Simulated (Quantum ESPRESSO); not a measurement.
# Ru (P6_3/mmc) in Quantum ESPRESSO: a series of runs

The runs below take Ru through single point, with PBE, LDA, PBEsol.

Program: Quantum ESPRESSO 7.5. These are calculated values, not measurements. Logs are shortened: lines on timing, memory, paths and dates and some standing lists are left out, and cuts for length are marked.

## Step 1: The structure

It takes space group P6_3/mmc (No. 194, hexagonal). Conventional cell: a = 2.695 Å, b = 2.695 Å, c = 4.205 Å, α = 90.00°, β = 90.00°, γ = 120.00°. Ru (site symmetry -6m2) has 12 Ru at 2.62 to 2.70 Å as nearest neighbours.

The cell was built by a generator and needn't be a form met in nature.

## Step 2: Single point, PBE

File pw.in:

```
&CONTROL
  calculation = 'scf'
  prefix = 'pwscf'
  outdir = './tmp'
  pseudo_dir = './pseudo'
  tprnfor = .true.
  tstress = .true.
  disk_io = 'nowf'
/
&SYSTEM
  ibrav = 0
  nat = 2
  ntyp = 1
  ecutwfc = 45
  ecutrho = 360
  nbnd = 24
  occupations = 'smearing'
  smearing = 'mp'
  degauss = 0.00734986
/
&ELECTRONS
  conv_thr = 4d-10
  electron_maxstep = 120
  mixing_beta = 0.5
/
ATOMIC_SPECIES
Ru   101.0700 ru_pbe_v1.2.uspp.F.UPF
CELL_PARAMETERS angstrom
   2.6950136400    0.0000000000    0.0000000000
  -1.3475068200    2.3339502758    0.0000000000
   0.0000000000    0.0000000000    4.2050800000
ATOMIC_POSITIONS crystal
Ru     0.3333333333    0.6666666667    0.2500000000
Ru     0.6666666667    0.3333333333    0.7500000000
K_POINTS automatic
18 18 11 0 0 0
```

Potentials or basis: GBRV 1.5 PBE.

Launch:

```sh
$ OMP_NUM_THREADS=1 pw.x -in pw.in > pw.out
```

pw.out:

```text
This program is part of the open-source Quantum ESPRESSO suite
     for quantum simulation of materials; please cite
[... 9 lines left out ...]
     --------------------
     sticks:   dense  smooth     PW     G-vecs:    dense   smooth      PW
     Sum         649     313    109                20675     7269    1339

     Using Slab Decomposition

     bravais-lattice index     =            0
     lattice parameter (alat)  =       5.0928  a.u.
     unit-cell volume          =     178.4939 (a.u.)^3
     number of atoms/cell      =            2
     number of atomic types    =            1
     number of electrons       =        32.00
     number of Kohn-Sham states=           24
     kinetic-energy cutoff     =      45.0000  Ry
     charge density cutoff     =     360.0000  Ry
     scf convergence threshold =      4.0E-10
     mixing beta               =       0.5000
     number of iterations used =            8  plain     mixing
     Exchange-correlation= SLA  PW   PBE  PBE
                           (   1   4   3   4   0   0   0)

     celldm(1)=   5.092838  celldm(2)=   0.000000  celldm(3)=   0.000000
     celldm(4)=   0.000000  celldm(5)=   0.000000  celldm(6)=   0.000000

     crystal axes: (cart. coord. in units of alat)
               a(1) = (   1.000000   0.000000   0.000000 )
               a(2) = (  -0.500000   0.866025   0.000000 )
               a(3) = (   0.000000   0.000000   1.560319 )

     reciprocal axes: (cart. coord. in units 2 pi/alat)
               b(1) = (  1.000000  0.577350 -0.000000 )
               b(2) = (  0.000000  1.154701  0.000000 )
               b(3) = (  0.000000 -0.000000  0.640895 )

     PseudoPot. # 1 for Ru read from file:
     ru_pbe_v1.2.uspp.F.UPF
     Pseudo is Ultrasoft + core correction, Zval = 16.0
     Generated by new atomic code, or converted to UPF format
     Using radial grid of  967 points,  6 beta functions with:
                l(1) =   0
                l(2) =   0
                l(3) =   1
                l(4) =   1
                l(5) =   2
                l(6) =   2
     Q(r) pseudized with  8 coefficients,  rinner =    1.300   1.300   1.300
                                                       1.300   1.300

     atomic species   valence    mass     pseudopotential
     Ru               16.00   101.07000     Ru( 1.00)

     24 Sym. Ops., with inversion, found (12 have fractional translation)

   Cartesian axes

     site n.     atom                  positions (alat units)
         1        Ru     tau(   1) = (  -0.0000000   0.5773503   0.3900797  )
         2        Ru     tau(   2) = (   0.5000000   0.2886751   1.1702390  )

     number of k points=   222  Methfessel-Paxton smearing, width (Ry)=  0.0073

     Number of k-points >= 100: set verbosity='high' to print them.

     Dense  grid:    20675 G-vectors     FFT dimensions: (  32,  32,  48)

     Smooth grid:     7269 G-vectors     FFT dimensions: (  24,  24,  36)

     Check: negative core charge=   -0.000001

     Initial potential from superposition of free atoms

     starting charge      30.0000, renormalised to      32.0000

     negative rho (up, down):  1.559E-01 0.000E+00
     Starting wfcs are   26 randomized atomic wfcs

     Self-consistent Calculation

     iteration #  1     ecut=    45.00 Ry     beta= 0.50
     Davidson diagonalization with overlap
     ethr =  1.00E-02,  avg # of iterations =  5.1

     negative rho (up, down):  1.526E-01 0.000E+00

     total energy              =    -387.98629335 Ry
     estimated scf accuracy    <       2.33925906 Ry

     iteration #  2     ecut=    45.00 Ry     beta= 0.50
     Davidson diagonalization with overlap
     ethr =  7.31E-03,  avg # of iterations =  2.0

     negative rho (up, down):  1.533E-01 0.000E+00

     total energy              =    -388.51072043 Ry
     estimated scf accuracy    <       0.01647417 Ry

     iteration #  3     ecut=    45.00 Ry     beta= 0.50
     Davidson diagonalization with overlap
     ethr =  5.15E-05,  avg # of iterations =  4.2

     negative rho (up, down):  1.525E-01 0.000E+00

     total energy              =    -388.51425121 Ry
     estimated scf accuracy    <       0.00055699 Ry

     iteration #  4     ecut=    45.00 Ry     beta= 0.50
     Davidson diagonalization with overlap
     ethr =  1.74E-06,  avg # of iterations =  4.1

     negative rho (up, down):  1.524E-01 0.000E+00

     total energy              =    -388.51431042 Ry
     estimated scf accuracy    <       0.00003919 Ry

     iteration #  5     ecut=    45.00 Ry     beta= 0.50
     Davidson diagonalization with overlap
     ethr =  1.22E-07,  avg # of iterations =  2.2

     negative rho (up, down):  1.521E-01 0.000E+00

     total energy              =    -388.51432222 Ry
     estimated scf accuracy    <       0.00000161 Ry

     iteration #  6     ecut=    45.00 Ry     beta= 0.50
     Davidson diagonalization with overlap
     ethr =  5.05E-09,  avg # of iterations =  2.6

     negative rho (up, down):  1.521E-01 0.000E+00

     total energy              =    -388.51432258 Ry
     estimated scf accuracy    <       0.00000003 Ry

     iteration #  7     ecut=    45.00 Ry     beta= 0.50
     Davidson diagonalization with overlap
     ethr =  1.08E-10,  avg # of iterations =  3.2

     negative rho (up, down):  1.520E-01 0.000E+00

     total energy              =    -388.51432259 Ry
     estimated scf accuracy    <          2.1E-09 Ry

     iteration #  8     ecut=    45.00 Ry     beta= 0.50
     Davidson diagonalization with overlap
     ethr =  6.60E-12,  avg # of iterations =  2.2

     negative rho (up, down):  1.521E-01 0.000E+00

     total energy              =    -388.51432259 Ry
     estimated scf accuracy    <          1.4E-09 Ry

     iteration #  9     ecut=    45.00 Ry     beta= 0.50
     Davidson diagonalization with overlap
     ethr =  4.46E-12,  avg # of iterations =  2.0

     negative rho (up, down):  1.521E-01 0.000E+00

     End of self-consistent calculation

     Number of k-points >= 100: set verbosity='high' to print the bands.

     the Fermi energy is    24.5165 ev

!    total energy              =    -388.51432259 Ry
     estimated scf accuracy    <          1.9E-12 Ry
     smearing contrib. (-TS)   =       0.00006126 Ry
     internal energy E=F+TS    =    -388.51438385 Ry

     The total energy is F=E-TS. E is the sum of the following terms:
     one-electron contribution =     -60.92004615 Ry
     hartree contribution      =      55.17935325 Ry
     xc contribution           =     -51.97328092 Ry
     ewald contribution        =    -330.80041003 Ry

     convergence has been achieved in   9 iterations

     negative rho (up, down):  1.521E-01 0.000E+00

     Forces acting on atoms (cartesian axes, Ry/au):

     atom    1 type  1   force =     0.00000000    0.00000000    0.00000000
     atom    2 type  1   force =     0.00000000    0.00000000    0.00000000

     Total force =     0.000000     Total SCF correction =     0.000000

     Computing stress (Cartesian axis) and pressure

     negative rho (up, down):  1.521E-01 0.000E+00
          total   stress  (Ry/bohr**3)                   (kbar)     P=      133.82
   0.00077512   0.00000000   0.00000000          114.02        0.00        0.00
   0.00000000   0.00077512   0.00000000            0.00      114.02        0.00
  -0.00000000   0.00000000   0.00117877           -0.00        0.00      173.40

=------------------------------------------------------------------------------=
   JOB DONE.
=------------------------------------------------------------------------------=
```

Wall time 85 s (1 thread of Intel Xeon Platinum 8488C (Sapphire Rapids), shared host); peak memory 0.18 GiB.

What came out:

```yaml
Free_energy: -5286.0066 eV
Pressure: 13.4 GPa
Band_gap_on_the_k_mesh: none (metal or under the smearing width)
```

## Step 3: Single point, LDA

This run uses another cell than the first one, of 12.72 Å³/atom, 0.962 times its volume.

pw.in, as its differences from that of step 2:

```diff
@@ -26,7 +26,7 @@
 ATOMIC_SPECIES
-Ru   101.0700 ru_pbe_v1.2.uspp.F.UPF
+Ru   101.0700 ru_lda_v1.2.uspp.F.UPF
 CELL_PARAMETERS angstrom
-   2.6950136400    0.0000000000    0.0000000000
-  -1.3475068200    2.3339502758    0.0000000000
-   0.0000000000    0.0000000000    4.2050800000
+   2.6601874200    0.0000000000    0.0000000000
+  -1.3300937100    2.3037898845    0.0000000000
+   0.0000000000    0.0000000000    4.1507400000
 ATOMIC_POSITIONS crystal
```

Potentials or basis: GBRV 1.5 LDA.

Launch:

```sh
$ OMP_NUM_THREADS=1 pw.x -in pw.in > pw.out
```

pw.out:

```text
This program is part of the open-source Quantum ESPRESSO suite
     for quantum simulation of materials; please cite
[... 9 lines left out ...]
     --------------------
     sticks:   dense  smooth     PW     G-vecs:    dense   smooth      PW
     Sum         637     313     97                19847     6993    1255

     Using Slab Decomposition

     bravais-lattice index     =            0
     lattice parameter (alat)  =       5.0270  a.u.
     unit-cell volume          =     171.6632 (a.u.)^3
     number of atoms/cell      =            2
     number of atomic types    =            1
     number of electrons       =        32.00
     number of Kohn-Sham states=           24
     kinetic-energy cutoff     =      45.0000  Ry
     charge density cutoff     =     360.0000  Ry
     scf convergence threshold =      4.0E-10
     mixing beta               =       0.5000
     number of iterations used =            8  plain     mixing
     Exchange-correlation= SLA  PZ   NOGX NOGC
                           (   1   1   0   0   0   0   0)

     celldm(1)=   5.027026  celldm(2)=   0.000000  celldm(3)=   0.000000
     celldm(4)=   0.000000  celldm(5)=   0.000000  celldm(6)=   0.000000

     crystal axes: (cart. coord. in units of alat)
               a(1) = (   1.000000   0.000000   0.000000 )
               a(2) = (  -0.500000   0.866025   0.000000 )
               a(3) = (   0.000000   0.000000   1.560319 )

     reciprocal axes: (cart. coord. in units 2 pi/alat)
               b(1) = (  1.000000  0.577350 -0.000000 )
[... 25 lines left out ...]
         1        Ru     tau(   1) = (  -0.0000000   0.5773503   0.3900797  )
         2        Ru     tau(   2) = (   0.5000000   0.2886751   1.1702390  )

     number of k points=   222  Methfessel-Paxton smearing, width (Ry)=  0.0073

     Number of k-points >= 100: set verbosity='high' to print them.

     Dense  grid:    19847 G-vectors     FFT dimensions: (  32,  32,  48)

     Smooth grid:     6993 G-vectors     FFT dimensions: (  24,  24,  36)

     Check: negative core charge=   -0.000001

     Initial potential from superposition of free atoms

     starting charge      30.0000, renormalised to      32.0000

     negative rho (up, down):  1.430E-01 0.000E+00
     Starting wfcs are   26 randomized atomic wfcs

     Self-consistent Calculation

     iteration #  1     ecut=    45.00 Ry     beta= 0.50
     Davidson diagonalization with overlap
     ethr =  1.00E-02,  avg # of iterations =  5.1

     negative rho (up, down):  1.403E-01 0.000E+00
[... 67 lines left out ...]
     iteration #  9     ecut=    45.00 Ry     beta= 0.50
     Davidson diagonalization with overlap
     ethr =  1.46E-12,  avg # of iterations =  2.1

     negative rho (up, down):  1.396E-01 0.000E+00

     End of self-consistent calculation

     Number of k-points >= 100: set verbosity='high' to print the bands.

     the Fermi energy is    25.3967 ev

!    total energy              =    -388.87716718 Ry
     estimated scf accuracy    <          1.2E-11 Ry
     smearing contrib. (-TS)   =       0.00006178 Ry
     internal energy E=F+TS    =    -388.87722896 Ry

     The total energy is F=E-TS. E is the sum of the following terms:
     one-electron contribution =     -55.27572095 Ry
     hartree contribution      =      53.25734304 Ry
     xc contribution           =     -51.72772064 Ry
     ewald contribution        =    -335.13113040 Ry

     convergence has been achieved in   9 iterations

     negative rho (up, down):  1.396E-01 0.000E+00

     Forces acting on atoms (cartesian axes, Ry/au):

     atom    1 type  1   force =     0.00000000    0.00000000    0.00000000
     atom    2 type  1   force =     0.00000000    0.00000000    0.00000000

     Total force =     0.000000     Total SCF correction =     0.000000

     Computing stress (Cartesian axis) and pressure

     negative rho (up, down):  1.396E-01 0.000E+00
          total   stress  (Ry/bohr**3)                   (kbar)     P=      112.89
   0.00061802   0.00000000  -0.00000000           90.91        0.00       -0.00
   0.00000000   0.00061802   0.00000000            0.00       90.91        0.00
  -0.00000000   0.00000000   0.00106625           -0.00        0.00      156.85

=------------------------------------------------------------------------------=
   JOB DONE.
=------------------------------------------------------------------------------=
```

It took 39 s on 1 thread of Intel Xeon 6975P-C (Granite Rapids), shared host; peak memory 0.17 GiB.

Results:

```
Free energy            : -5290.9434 eV
Pressure               : 11.3 GPa
Band gap on the k mesh : none (metal or under the smearing width)
```

Levels at points of the mesh, in eV from the Fermi level:
```tsv
k point	band 14	band 15	band 16	band 17	band 18	band 19
(0.00, 0.00, 0.00)	-2.08	-2.08	-1.64	-1.64	1.33	1.33
(0.00, -0.50, 0.00)	-1.95	-1.57	1.54	2.04	2.25	4.43
```

## Step 4: Single point, PBEsol

This run uses another cell than the first one, of 12.95 Å³/atom, 0.979 times its volume.

pw.in, as its differences from that of step 3:

```diff
@@ -26,7 +26,7 @@
 ATOMIC_SPECIES
-Ru   101.0700 ru_lda_v1.2.uspp.F.UPF
+Ru   101.0700 ru_pbesol_v1.2.uspp.F.UPF
 CELL_PARAMETERS angstrom
-   2.6601874200    0.0000000000    0.0000000000
-  -1.3300937100    2.3037898845    0.0000000000
-   0.0000000000    0.0000000000    4.1507400000
+   2.6762610600    0.0000000000    0.0000000000
+  -1.3381305300    2.3177100651    0.0000000000
+   0.0000000000    0.0000000000    4.1758200000
 ATOMIC_POSITIONS crystal
```

Potentials or basis: GBRV 1.5 PBEsol.

Launch:

```sh
$ OMP_NUM_THREADS=1 pw.x -in pw.in > pw.out
```

Wall time 43 s (1 thread of Intel Xeon 6975P-C (Granite Rapids), shared host); peak memory 0.17 GiB.

Results (log left out):

```yaml
Free_energy: -5285.7031 eV
Pressure: 10.1 GPa
Band_gap_on_the_k_mesh: none (metal or under the smearing width)
```

Stress tensor (GPa, compression positive):
```
 7.99  0.00  0.00
 0.00  7.99  0.00
 0.00  0.00 14.24
```

Levels at points of the mesh, in eV from the Fermi level:
```csv
k point,band 12,band 13,band 14,band 15,band 16,band 17,band 18,band 19,band 20,band 21
"(0.00, 0.00, 0.00)",-2.80,-2.45,-2.02,-2.02,-1.59,-1.59,1.30,1.30,1.47,11.06
"(0.00, -0.50, 0.00)",-3.33,-2.11,-1.95,-1.53,1.49,1.98,2.18,4.31,6.42,11.45
```

## Step 5: Summary

| level | potentials or basis | cell | form of the LDA correlation | gap on the mesh (eV) | pressure (GPa) |
| --- | --- | --- | --- | --- | --- |
| PBE | GBRV 1.5 PBE | P6_3/mmc, 13.23 Å³/atom | - | none | 13.4 |
| LDA | GBRV 1.5 LDA | P6_3/mmc, 12.72 Å³/atom | PZ81 | none | 11.3 |
| PBEsol | GBRV 1.5 PBEsol | P6_3/mmc, 12.95 Å³/atom | - | none | 10.1 |

Alike in all rows: task single point; no spin polarisation; k mesh 18 × 18 × 11; cutoff (eV) 612; smearing methfessel-paxton 0.1 eV.

Absolute energies hang on the potentials; compare differences alone.
